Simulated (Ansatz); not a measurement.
# MoH2S2NCl: how energies converge with the basis set

How large a basis does MoH2S2NCl need? Two functionals are run in growing sets.

Program: Ansatz 0.2.0, Gaussian basis. Level of theory: one geometry, several basis sets. These are calculated values, not measurements.

Levels to be run: PBE0-D4/def2-SVP; ωB97M-V/def2-SVP; PBE0-D4/def2-QZVPP; ωB97M-V/def2-QZVPP; the functionals' def2-TZVPP values are taken from earlier runs.

### Step 1. The geometry

The geometry comes from an earlier relaxation with PBE0-D4 in a triple-zeta def2 set; it is a stationary point, not always the lowest conformer. Mo takes the def2 core potential; no spin-orbit term is included.

SMILES `[NH2][Mo](=[S])(=[S])[Cl]`, 7 atoms, charge 0, spin multiplicity 1.

Atoms are counted from 1 here; the program's logs count them from 0.

Bond lengths: N1–Mo2 1.898 Å, N1–H6 1.010 Å, N1–H7 1.010 Å, Mo2–S3 2.095 Å, Mo2–S4 2.095 Å, Mo2–Cl5 2.254 Å. Angles: Mo2–N1–H6 123.5°, Mo2–N1–H7 123.5°, H6–N1–H7 112.3°, N1–Mo2–S3 108.2°, N1–Mo2–S4 108.2°, N1–Mo2–Cl5 110.1°, S3–Mo2–S4 110.7°, S3–Mo2–Cl5 109.8°, S4–Mo2–Cl5 109.8°.

### Step 2. PBE0-D4 in def2-SVP

Contents of in.yaml:

```yaml
crystal:
  periodic: [false, false, false]
  atoms:
    - {symbol: N, position_ang: [-0.661763, 0.992876, -0.208399]}
    - {symbol: Mo, position_ang: [0.376756, -0.562872, 0.113532]}
    - {symbol: S, position_ang: [2.355959, -0.151849, -0.435251]}
    - {symbol: S, position_ang: [-0.405155, -2.121555, -1.046837]}
    - {symbol: Cl, position_ang: [0.288458, -1.116883, 2.296443]}
    - {symbol: H, position_ang: [-0.274587, 1.925379, -0.233779]}
    - {symbol: H, position_ang: [-1.618368, 0.966804, -0.531410]}
basis:
  gaussian: {orbitals: def2-SVP}
hamiltonian: {xc: pbe0, dispersion: d4}
output: {orbitals: {seedname: orbitals}}
```

On the command line:

```sh
$ ansatz run in.yaml --threads 4 --pin off --events-out ev --progress --plain --max-ram 10444MiB
```

Further steps of the session: ωB97M-V in def2-SVP; PBE0-D4 in def2-QZVPP; ωB97M-V in def2-QZVPP.

Before running them: what should the planned runs give, taken together? Wanted: PBE0-D4: double and triple zeta above quadruple; ωB97M-V: double and triple zeta above quadruple.

As calculated:

| quantity | value |
| --- | --- |
| PBE0-D4: double and triple zeta above quadruple | 15.48, 1.22 eV |
| ωB97M-V: double and triple zeta above quadruple | 15.35, 1.16 eV |

What this shows: For PBE0-D4 the step from double to triple zeta gains 14.27 eV and the next only 1.22 eV. Total energies overstate the basis error of differences, where much of it tends to cancel.
